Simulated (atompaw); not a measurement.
# Chromium: generating and testing a PAW (atompaw) potential

Do these settings give a usable potential? It is generated, then checked for scattering, ghosts and hardness.

Program: atompaw 4.2.0.5. Reference atom: PBE, scalar-relativistic, spherical and spin-unpolarised. All values are calculated.

## (1) The design

The settings as typed:

```
element                 : chromium (Cr, Z = 24)
type                    : PAW
frozen core             : [Ne]
valence charge          : 14
reference configuration : 3s2 3p6 3d5 4s0.75 4p0 (charge +0.25)
partial waves           : 3s (bound): rc 1.30 bohr; 4s (bound): rc 2.20 bohr; 3p (bound): rc 1.25 bohr; 4p (bound, empty): rc 2.20 bohr; 3d (bound): rc 1.75 bohr; 3d channel at 1.85 Ry: rc 2.20 bohr
local potential         : bessel scheme, radius 2.20 bohr
core correction         : smooth core density matched at 1.25 bohr
augmentation charge     : besselshape compensation charge, radius 1.90 bohr; PAW radius 2.20 bohr; waves and projectors: custom polynom vanderbiltortho
```

An earlier all-electron run gives the scale for the radii.

All-electron outer shells of the reference configuration (PBE, scalar-relativistic, ld1.x):

```tsv
shell	level (eV)	outermost node (bohr)	outermost maximum (bohr)
2s	-668.68	0.09	0.24
2p	-562.24	–	0.20
3s	-75.58	0.36	0.78
3p	-47.04	0.33	0.80
4s	-5.40	1.12	2.71
3d	-4.51	–	0.84
4p	-2.13	1.25	3.70
```

## (2) Generating the potential

The input, Cr.input:

```
Cr 24
GGA-PBE scalarrelativistic loggrid 1500 logderivrange -8 5 326
4 4 3 0 0 0
4 0 0.75
4 1 0
3 2 5
0 0 0
c
c
v
v
c
v
v
v
2
2.20 1.90 2.20 1.25
n
n
y
1.85
n
custom polynom vanderbiltortho besselshape
bessel
1.30
2.20
1.25
2.20
1.75
2.20
PWSCFOUT
UPFDX 0.0125d0 UPFXMIN -7.d0 UPFZMESH 24.d0
END
```

On the command line:

```
atompaw < Cr.input > Cr.log
```

What does the calculation give? Wanted: cutoffs for 10 and 1 mRy, occupied levels; bound ghosts; largest phase difference near zero energy, channels read; lowest eigenvalue of the overlap; share of valence orbitals outside the PAW sphere; UPF file.

The runs gave:

```
                                                quantity                                      value
               cutoffs for 10 and 1 mRy, occupied levels                            55 Ry and 90 Ry
                                            bound ghosts                                 none found
largest phase difference near zero energy, channels read                                  0.003 rad
         lowest eigenvalue of the overlap (Bessel basis)                                  0.484 (s)
        share of valence orbitals outside the PAW sphere  3s 0 %, 4s 82 %, 3p 1 %, 4p 94 %, 3d 17 %
                                                UPF file                                    written
```

In words: By its cutoff, 55 Ry for the looser tolerance, it is of middling hardness. The slowest occupied level is 3p: taken alone it needs 70 Ry to come within 1 mRy, against 45 Ry for 3d. It is free of bound ghosts as far as tested. Near zero energy the phases of the channels with partial waves agree within 0.003 rad. These are tests on the free atom; a crystal test is still owed.
